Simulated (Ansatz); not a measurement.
# BBrClH2N: how energies converge with the basis set

The task here is to estimate one member of a computed series from the others.

Program: Ansatz 0.2.0, Gaussian basis. Level of theory: one geometry, several basis sets. These are calculated values, not measurements.

The runs, in order: PBE0-D4/def2-SVP; ωB97M-V/def2-SVP; PBE0-D4/def2-QZVPP; ωB97M-V/def2-QZVPP; the functionals' def2-TZVPP values are taken from earlier runs.

**Structure used throughout**

The geometry comes from an earlier relaxation with PBE0-D4 in a triple-zeta def2 set; it is a stationary point.

SMILES `NB(Cl)Br`, 6 atoms, charge 0, spin multiplicity 1.

Atoms are counted from 1 here; the program's logs count them from 0.

Bond lengths: N1–B2 1.382 Å, N1–H5 1.005 Å, N1–H6 1.006 Å, B2–Cl3 1.757 Å, B2–Br4 1.926 Å. Angles: B2–N1–H5 122.5°, B2–N1–H6 122.2°, H5–N1–H6 115.3°, N1–B2–Cl3 120.6°, N1–B2–Br4 119.8°, Cl3–B2–Br4 119.6°.

Set-up of the first run:

File in.yaml:

```yaml
crystal:
  periodic: [false, false, false]
  atoms:
    - {symbol: N, position_ang: [0.559439, 0.476174, 0.355193]}
    - {symbol: B, position_ang: [-0.401880, -0.315348, -0.244646]}
    - {symbol: Cl, position_ang: [-2.091643, 0.167428, -0.234109]}
    - {symbol: Br, position_ang: [0.111598, -1.962836, -1.100677]}
    - {symbol: H, position_ang: [1.533301, 0.227748, 0.366035]}
    - {symbol: H, position_ang: [0.331284, 1.342734, 0.812004]}
basis:
  gaussian: {orbitals: def2-SVP}
hamiltonian: {xc: pbe0, dispersion: d4}
output: {orbitals: {seedname: orbitals}}
```

Steps of the session up to this table: PBE0-D4 in def2-SVP; ωB97M-V in def2-SVP; PBE0-D4 in def2-QZVPP; ωB97M-V in def2-QZVPP.

One table of the session follows, with a row left open; its other results are not shown here.

```
functional       basis  HOMO (eV)  LUMO (eV)
   PBE0-D4    def2-SVP      -8.10       0.38
   PBE0-D4  def2-TZVPP      -8.30      -0.01
   PBE0-D4  def2-QZVPP      -8.33      -0.12
   ωB97M-V    def2-SVP          ?          ?
   ωB97M-V  def2-TZVPP     -10.53       2.04
   ωB97M-V  def2-QZVPP     -10.57       1.61
```

Q: Estimate the row for ωB97M-V, def2-SVP from the others.

The run gave: HOMO (eV): -10.30; LUMO (eV): 2.54. In the column «HOMO (eV)» it lies between ωB97M-V, def2-TZVPP (-10.53) and PBE0-D4, def2-QZVPP (-8.33).
